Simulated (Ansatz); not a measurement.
# CoHO: the cost of one run

Method: the settings change from run to run; program: Ansatz 0.2.0, Gaussian basis.

28 further runs of the same task are left out: 2 for a known fault of the program, 16 that didn't finish, 10 set aside as unsound or not needed.

## (1) The geometry

The geometry is a PBE0/def2-TZVP stationary point (not a proven minimum).

3 atoms, charge 0, spin multiplicity 1.

Atoms are counted from 1 here; the program's logs count them from 0.

Bond lengths: Co1–O2 1.717 Å, O2–H3 0.966 Å. Angles: Co1–O2–H3 111.2°.

Coordinates:

```xyz
3

Co    0.0000    0.0162    0.3890
O     0.0000   -0.1078   -1.3236
H     0.0000    0.7651   -1.7364
```

## (2) CISD/def2-TZVP

Input file in.yaml:

```yaml
crystal:
  periodic: [false, false, false]
  atoms:
    - {symbol: Co, position_ang: [0.000000, 0.016178, 0.389046]}
    - {symbol: O, position_ang: [0.000000, -0.107788, -1.323644]}
    - {symbol: H, position_ang: [0.000000, 0.765063, -1.736447]}
basis:
  gaussian: {orbitals: def2-TZVP}
correlation: {active_space: {ras: {orbitals: [8, 0, 64], electrons: 16, max_holes: 2, max_particles: 2}, fixed_orbitals: true}}
scf: {lower_state_search: light}
```

Run with:

```
ansatz run in.yaml --threads 1 --pin off --events-out ev --progress --plain --max-ram 2393MiB
```

**Question.** How long does this run take on 1 thread of Arm Neoverse V2, shared host, and how much memory does it need?

About 18 s, with a peak of 0.3 GiB.
